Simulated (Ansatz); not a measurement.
# ZnIr2O4: the cell at several levels of theory

The task here is to estimate one member of a computed series from the others.

The runs shown are made with Ansatz 0.2.0. PAW datasets, plane waves, zero pressure. Computed at 0 K without zero-point motion; spin polarisation is off.

## The structure to begin with

It is cubic, Fd-3m (No. 227); conventional cell a = 8.749 Å, 11.96 Å³ an atom. Around Zn lie 4 O at 2.07 Å; around Ir lie 6 O at 2.09 Å; around O lie 1 Zn at 2.07 Å and 3 Ir at 2.09 Å.

The structure in full:

```
Zn Ir O
1.0
     0.00000    4.37468    4.37468
     4.37468    0.00000    4.37468
     4.37468    4.37468    0.00000
Zn Ir O
2 4 8
Direct
  0.75000 0.75000 0.75000
  0.50000 0.50000 0.50000
  0.12500 0.12500 0.62500
  0.12500 0.62500 0.12500
  0.62500 0.12500 0.12500
  0.12500 0.12500 0.12500
  0.36356 0.36356 0.90931
  0.36356 0.90931 0.36356
  0.90931 0.36356 0.36356
  0.36356 0.36356 0.36356
  0.88644 0.88644 0.34069
  0.88644 0.34069 0.88644
  0.34069 0.88644 0.88644
  0.88644 0.88644 0.88644
```

The first run:

File input.yaml:

```yaml
crystal:
  lattice:
    - [0.0, 4.374684, 4.374684]
    - [4.374684, 0.0, 4.374684]
    - [4.374684, 4.374684, 0.0]
  atoms:
    - { symbol: Zn, position: [0.75, 0.75, 0.75] }
    - { symbol: Zn, position: [0.5, 0.5, 0.5] }
    - { symbol: Ir, position: [0.125, 0.125, 0.625] }
    - { symbol: Ir, position: [0.125, 0.625, 0.125] }
    - { symbol: Ir, position: [0.625, 0.125, 0.125] }
    - { symbol: Ir, position: [0.125, 0.125, 0.125] }
    - { symbol: O, position: [0.363562, 0.363562, 0.909314] }
    - { symbol: O, position: [0.363562, 0.909314, 0.363562] }
    - { symbol: O, position: [0.909314, 0.363562, 0.363562] }
    - { symbol: O, position: [0.363562, 0.363562, 0.363562] }
    - { symbol: O, position: [0.886438, 0.886438, 0.340686] }
    - { symbol: O, position: [0.886438, 0.340686, 0.886438] }
    - { symbol: O, position: [0.340686, 0.886438, 0.886438] }
    - { symbol: O, position: [0.886438, 0.886438, 0.886438] }
kpoints:
  mp_grid: { grid: [4, 4, 4] }
hamiltonian:
  xc: pbe
scf:
  occupations: { method: fermi_dirac, width: 0.02 }
relax:
  f_tol: 0.005
  cell: {}
```

Launch:

```
$ ansatz run input.yaml --threads 8 --pin off --max-ram 20275MiB --backend cpu --events-out ev --progress --plain --runs-dir out
```

Steps of the session up to this table: Relaxation with PBE; Relaxing with r2SCAN; Relaxation with PBEsol; Relaxing with LDA.

One of the session's tables, all rows but one given; the rest of the session is left out.

It belongs to the step «The cells side by side». 

| level | a (Å) | volume (Å³/atom) |
| --- | --- | --- |
| PBE | ? | ? |
| r2SCAN | 8.636 | 11.500 |
| PBEsol | 8.611 | 11.403 |
| LDA | 8.529 | 11.077 |

Q: Estimate the row for PBE from the others.

The run gave: a (Å): 8.730; volume (Å³/atom): 11.880. In the column «a (Å)» it is the highest.

What this shows: From the start to the first minimum the volume moved by -0.7 %. LDA gives the smallest cell and PBE the largest; they differ by 7.2 % in volume, a mean of 2.4 % in length. The meshes differ: PBE 4×4×4, r2SCAN 6×6×6, PBEsol 6×6×6, LDA 6×6×6.
